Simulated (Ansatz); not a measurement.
The system is Ge3Pd.

```
CELL_PARAMETERS angstrom
4.14202 0.00000 0.00000
0.00000 4.14202 0.00000
0.00000 0.00000 4.14202
ATOMIC_POSITIONS crystal
Pd 0.00000 0.00000 0.00000
Ge 0.50000 0.50000 0.00000
Ge 0.50000 0.00000 0.50000
Ge 0.00000 0.50000 0.50000
```

The cell comes from a database or a generator and needn't be the stable form of this composition.

Base run:

| Property | Result |
| --- | --- |
| Program | Ansatz 0.2.0 |
| Functional | LDA |
| Potentials or basis | all-electron LAPW, scalar-relativistic |
| Cutoff | 199 eV |
| Density cutoff | 797 eV |
| Basis error allowed | 0.002 eV/atom |
| k mesh | 7 × 7 × 7 |
| Occupations | fermi-dirac, width 0.05 eV |
| Spin | no spin polarisation |

Its results: pressure -7.0 GPa.

Question: The run is repeated on the same cell with these changes: functional from LDA to PBE. What comes out?

Answer: Pressure -0.1 GPa.

PBE binds less tightly than LDA, so the same cell stands under more pressure.

Not every run made on this cell is shown here.
